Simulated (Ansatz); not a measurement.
## Al2O3, space group Pnnm: a projected density of states, step by step

Program: Ansatz 0.2.0 through its Python package.

The cells in order, each with its output:

In [1]:
```python
from collections import Counter
import json

import ansatz
import matplotlib.pyplot as plt
import numpy as np
```

In [2]:
```python
lattice = ansatz.Lattice.of(
    [4.613777, 0.0, 0.0],
    [0.0, 9.563279, 0.0],
    [0.0, 0.0, 3.119862],
)
sites = [
    ("Al", [0.517025, 0.324573, 0.5]),
    ("Al", [0.482975, 0.675427, 0.5]),
    ("Al", [0.017025, 0.175427, 0.0]),
    ("Al", [0.982975, 0.824573, 0.0]),
    ("O", [0.876365, 0.24695, 0.5]),
    ("O", [0.0, 0.0, 0.0]),
    ("O", [0.623635, 0.74695, 0.0]),
    ("O", [0.376365, 0.25305, 0.0]),
    ("O", [0.123635, 0.75305, 0.5]),
    ("O", [0.5, 0.5, 0.5]),
]
xtal = ansatz.Crystal(lattice=lattice)
for symbol, position in sites:
    xtal = xtal.atom(symbol, position)
```

In [3]:
```python
[site.symbol for site in xtal.resolved().sites]
```
Out [3]:
```text
['Al', 'Al', 'Al', 'Al', 'O', 'O', 'O', 'O', 'O', 'O']
```

In [4]:
```python
calculation = (
    xtal.calculation()
    .functional("LDA")
    .kpoints(4, 2, 6)
    .occupations("Fixed")
    .scf(extra_bands=26)
    .density_of_states(projected=True, method="smearing", broadening_width=0.15, energy_step=0.1)
)
res = calculation.run(events_out="events.ndjson")
r = res.report
```
```text
DeckWarning: basis.ecutwfc = 420 eV, auto-derived from the records' recommended cutoffs: set by Al (normal level)
```

In [5]:
```python
r["published_state_doubts"]
```
Out [5]:
```text
[]
```

In [6]:
```python
with open("events.ndjson") as stream:
    kinds = Counter(json.loads(line)["event"] for line in stream)
print("events:", {kind: kinds[kind] for kind in ("scf_iter", "scf_done", "notice", "finished")})
```
```text
events: {'scf_iter': 7, 'scf_done': 1, 'notice': 2, 'finished': 1}
```

In [7]:
```python
dos = res.density_of_states()
energy = np.asarray(dos.energies_ev) - dos.fermi_ev
curves = {}
for site in res.projected_density_of_states().sites:
    for shell in site.shells:
        weight = sum(np.sum(curve.g_bin_mean_per_ev, axis=0) for curve in shell.curves)
        name = f"{site.species} {shell.label}"
        curves[name] = curves.get(name, 0) + weight
```

In [8]:
```python
window = (energy > -10) & (energy < 6)
fig, ax = plt.subplots(figsize=(5.5, 3.5))
for name, g in curves.items():
    if g[window].max() > 0.05:
        ax.plot(energy[window], g[window], label=name, lw=1)
        print(f"{name:8s} peak {g[window].max():7.3f} states/eV at {energy[window][g[window].argmax()]:6.2f} eV")
ax.set(xlabel="E - E_F (eV)", ylabel="states/eV")
ax.legend(fontsize=7)
fig.tight_layout()
fig.savefig("pdos.png", dpi=100)
```
```text
Al 3S    peak   0.876 states/eV at  -6.39 eV
Al 3P    peak   1.164 states/eV at  -3.69 eV
O 2S     peak   0.374 states/eV at   4.81 eV
O 2P     peak   9.414 states/eV at  -0.69 eV
```

What to keep in mind:
- Semilocal gaps usually lie well under measured ones.
- Peaks are the largest values inside the energy window taken; deeper bands lie outside it.
- The crystal has a gap of about 3.36 eV on the mesh; any density of states at or just above the Fermi level is the tail of the broadening.
- This cell is a computed structure, which may not be the phase found in nature.
- Warnings are shown shortened and without file and line.
- Curves are summed over the cell's atoms. Only shells that the potentials hold have channels, so projections don't add up to the total, least of all where a shell is missing (p of most metals); heights and places of peaks move with the mesh.
- The density of states is complete only as far up as bands were computed.
- Hardware and time: 12 s on 1 thread of Arm Neoverse V1, with other jobs on the host, peak memory 0.48 GiB.
